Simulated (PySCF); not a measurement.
# C3H5GeO4−: electronic excitations

Aim: predict the electronic excitations of C3H5GeO4− (`O=CO[CH2][GeH2][C](=O)[O-]`).

Computed with PySCF 2.14.0, with density-fitted response routines of our own, on a single molecule in the gas phase. Atoms are numbered from 0 throughout.

## 1. Starting geometry

13 atoms, charge -1, multiplicity 1; geometry from: GFN2-xTB.

Bonds of the start (Å): O0–C1 1.21, C1–O2 1.30, O2–C3 1.44, C3–Ge4 2.06, Ge4–C5 2.38, C5–O6 1.18, C5–O7 1.18, C1–H8 1.11, C3–H9 1.09, C3–H10 1.09, Ge4–H11 1.61, Ge4–H12 1.59.

## 2. TDDFT and polarisability: wB97X-D/def2-SVPD

Job settings and geometry (Å):

```
{"job": {"kind": "uv", "xc": "wB97X-D", "basis": "def2-SVPD", "nstates": 8, "ntriplets": 3}, "charge": -1, "multiplicity": 1}
O     -3.089435     0.169943    -0.696092
C     -2.351760     0.802973     0.018783
O     -1.177501     0.496402     0.471045
C     -0.537073    -0.715631     0.029765
Ge     1.256255    -0.220942    -0.849626
C      2.535743     0.556353     1.004118
O      2.527835    -0.399969     1.700417
O      2.879665     1.678708     0.864548
H     -2.629458     1.808326     0.409023
H     -1.215730    -1.263809    -0.622489
H     -0.351500    -1.310671     0.926044
H      0.622106     0.135187    -2.286062
H      1.526465    -1.736382    -1.258754
```

Method: TDDFT wB97X-D/def2-SVPD, vertical, gas phase, core orbitals frozen in the response.

On the command line:

```
> OMP_NUM_THREADS=1 python probes_run.py task.json out
```

This one command runs all jobs of the session in turn.

What will the session give for the following? lowest singlet (wB97X-D/def2-SVPD); brightest single state of those computed; lowest triplet. Wanted: lowest singlet; brightest single state of those computed; lowest triplet.

The runs gave:

| quantity | value |
| --- | --- |
| lowest singlet (wB97X-D/def2-SVPD) | 4.98 eV (249 nm), f = 0.154 |
| brightest single state of those computed | state 2, 5.12 eV, f = 0.287 |
| lowest triplet | 3.57 eV |

The first singlet state (HOMO→LUMO+3 0.31, HOMO→LUMO 0.28) lies at 4.98 eV and is bright; of the 8 states computed, the strongest absorption comes from state 2 at 5.12 eV. The lowest triplet lies 1.40 eV below the lowest singlet (triplets in Tamm-Dancoff, singlets in full TDDFT). The lowest singlet lies above −ε(HOMO); no detachment energy was computed, so the anion's states may not be bound.
